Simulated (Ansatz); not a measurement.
# AlGaN+ (triplet): from Hartree-Fock to the top rungs, cc-pVDZ

An exercise on one series of results from a longer session: the logs are not shown, and one member is left open.

Computed with Ansatz 0.2.0, Gaussian basis. Level: cc-pVDZ, core rule «outside noble gas», up to 20 orbitals frozen.

The runs, in order: UHF; CCSD(T) on ROHF; CCSD(T) on UHF; BCCD(T) on ROHF; CISD; CCSDT(Q) on ROHF; CCSDT(Q) on UHF.

29 further runs of the same task are left out: 9 for a known fault of the program, 10 that didn't finish, 10 set aside as unsound or not needed.

**The system**

The geometry is a PBE0/def2-TZVP stationary point (not a proven minimum) of the parent state, kept for this charge and spin. No spin-orbit coupling is included. The filled d shell of Ga may be among the frozen orbitals whatever the setting's name suggests; the logs give the count.

3 atoms, charge 1, spin multiplicity 3.

Atoms are counted from 1 here; the program's logs count them from 0.

Bond lengths: Al1–N2 1.708 Å, N2–Ga3 1.780 Å. Angles: Al1–N2–Ga3 180.0°.

The first run:

in.yaml

```yaml
crystal:
  periodic: [false, false, false]
  atoms:
    - {symbol: Al, position_ang: [0.000000, 0.000000, -1.732100]}
    - {symbol: N, position_ang: [0.000000, 0.000000, -0.023700]}
    - {symbol: Ga, position_ang: [0.000000, 0.000000, 1.755800]}
basis:
  gaussian: {orbitals: cc-pVDZ}
total_charge: 1
magnetization: {spin_polarized: true, initial_magnetization: 2}
hamiltonian: {xc: hf}
output: {orbitals: {seedname: orbitals}}
```

Launch:

```sh
ansatz run in.yaml --threads 1 --pin off --events-out ev --progress --plain --max-ram 2393MiB
```

Steps of the session up to this table: UHF; CCSD(T) on ROHF; CCSD(T) on UHF; BCCD(T) on ROHF; CISD; CCSDT(Q) on ROHF; CCSDT(Q) on UHF.

One of the session's tables, all rows but one given; the rest of the session is left out.

It belongs to the step «Misses and costs». 

| method | from RCCSDT(Q) (kJ/mol) |
| --- | --- |
| ROHF | +660.6 |
| UHF | +652.2 |
| RMP2 | +46.3 |
| UMP2 | +45.4 |
| RCCSD | ? |
| UCCSD | +38.3 |
| RCCSD(T) | +5.9 |
| UCCSD(T) | +5.0 |
| BCCD(T) | +5.6 |
| RCCSDT | +3.6 |
| UCCSDT | +2.6 |
| RCCSDT(Q) | 0 |
| UCCSDT(Q) | -1.9 |

Estimate the missing values for RCCSD.

The run gave: from RCCSDT(Q) (kJ/mol): +39.7. In the column «from RCCSDT(Q) (kJ/mol)» it lies between UCCSD (+38.3) and UMP2 (+45.4).

Not comparable, so not listed: CISD (they don't share determinant, frozen orbitals or solution with the rows shown, or repeat one).

Caveats from the session: Restricted and unrestricted rows rest on different reference determinants; where their highest levels disagree by more than a few hundredths of an eV, they describe different states and don't form one ladder.
